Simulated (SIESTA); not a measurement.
Ti2B:

```xyz
6
Lattice="-2.8291 2.8291 2.3683 2.8291 -2.8291 2.3683 2.8291 2.8291 -2.3683" Properties=species:S:1:pos:R:3 pbc="T T T"
Ti    1.8989    0.9302    0.0000
Ti    0.9302    1.8989    2.3683
Ti    1.8989   -0.9302    2.3683
Ti    0.9302    3.7593    0.0000
B     0.0000    0.0000    1.1841
B     0.0000    0.0000    3.5524
```

The cell comes from a database or a generator and needn't be the stable form of this composition.

```yaml
Program: SIESTA 5.4.2
Task: single point
Functional: PBEsol
Potentials_or_basis: PseudoDojo 0.4 standard (PBEsol files)
Basis: DZP (energy shift 0.003 Ry; two zetas on semicore shells)
Grid_cutoff: 800 Ry
Energy_shift: 0.003 Ry
k_mesh: 7 × 7 × 7
Occupations: fermi-dirac, width 0.05 eV
Spin: no spin polarisation
```

On this cell: pressure -3.2 GPa; largest force 0.025 eV/Å; band gap on the k mesh none (metal or under the smearing width).

The same run follows on a disturbed copy (atoms moved at random, drawn with an rms of 0.05 Å):

```
CELL_PARAMETERS angstrom
-2.82907 2.82907 2.36827
2.82907 -2.82907 2.36827
2.82907 2.82907 -2.36827
ATOMIC_POSITIONS crystal
Ti 0.14817 0.32525 0.50197
Ti 0.82852 0.65052 0.49905
Ti 0.33431 0.82476 0.16499
Ti 0.66358 0.16634 0.83366
B 0.24874 0.24725 0.99430
B 0.74978 0.74750 0.98854
```

Task: What changes?

Result: The energy (extrapolated to zero smearing) moves by +8.2 meV/atom; pressure -3.0 GPa; largest force 0.581 eV/Å; band gap on the k mesh none (metal or under the smearing width).

Forces in eV/Å, atoms in the order of the input:
```
Ti  -0.470  0.080  0.332
Ti   0.095 -0.293  0.197
Ti   0.336 -0.082  0.070
Ti  -0.291 -0.076  0.007
B    0.078  0.145 -0.484
B    0.253  0.227 -0.119
```

Stress tensor (GPa, compression positive):
```
-2.65  0.12  0.07
 0.12 -3.02 -0.18
 0.07 -0.18 -3.37
```

Caveats: the basis of atomic orbitals isn't converged, which shifts pressures, moduli and gaps.
